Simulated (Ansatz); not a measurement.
# CO: the cost of one run

Method: DFT PBE, scalar-relativistic, plane waves, PAW, in Ansatz 0.2.0.

5 further runs of the same task are left out: 5 set aside as unsound or not needed.

## 1. Starting point

The structure is hexagonal, space group P-6m2 (No. 187). Conventional cell: a = 2.669 Å, b = 2.669 Å, c = 4.002 Å, α = 90.00°, β = 90.00°, γ = 120.00°. C (site symmetry -6m2) is surrounded by 6 O at 2.53 Å and 6 C at 2.67 Å. O (site symmetry -6m2) is surrounded by 6 C at 2.53 Å and 6 O at 2.67 Å.

Coordinates:

```cif
data_structure
_symmetry_space_group_name_H-M 'P-6m2'
_symmetry_Int_Tables_number 187
_cell_length_a 2.6687
_cell_length_b 2.6687
_cell_length_c 4.0015
_cell_angle_alpha 90.000
_cell_angle_beta 90.000
_cell_angle_gamma 120.000
_cell_volume 24.68
loop_
_atom_site_label
_atom_site_type_symbol
_atom_site_symmetry_multiplicity
_atom_site_Wyckoff_symbol
_atom_site_fract_x
_atom_site_fract_y
_atom_site_fract_z
_atom_site_occupancy
C1 C 1 e 0.66667 0.33333 0.00000 1
O1 O 1 b 0.00000 0.00000 0.50000 1
```

This is candidate A: LiPd type (P-6m2, No. 187).

(A quick probe on a coarse mesh, which set the mesh and smearing, is not shown.)

## 3. Rough relaxation on the coarse mesh (candidate A)

input.yaml

```yaml
crystal:
  lattice:
    - [2.6686608907, 0.0, 0.0]
    - [-1.3343304454, 2.3111281255, 0.0]
    - [0.0, 0.0, 4.0015460815]
  atoms:
    - { symbol: C, position: [0.6666666667, 0.3333333333, 0.0] }
    - { symbol: O, position: [0.0, 0.0, 0.5], spin: 1.41 }
basis:
  ecutwfc: 420
kpoints:
  mp_grid: { grid: [6, 6, 4] }
hamiltonian:
  xc: pbe
scf:
  occupations: { method: gaussian, width: 0.1 }
  lower_state_search: "off"
output:
  forces: true
  stress: true
  eigenvalues: true
  populations: true
magnetization:
  spin_polarized: true
relax:
  adjacent_minimum: "off"
  f_tol: 0.04
  max_steps: 70
  cell: { stress_tol: 0.4 }
```

Run with:

```bash
> ansatz run input.yaml --threads 1 --pin off --max-ram 2560MiB --backend cpu --events-out ev --progress --plain --runs-dir out
```

**Question.** How long does this run take on 1 thread of Arm Neoverse V1, shared host, and how much memory does it need?

About 31 s, with a peak of 0.26 GiB.
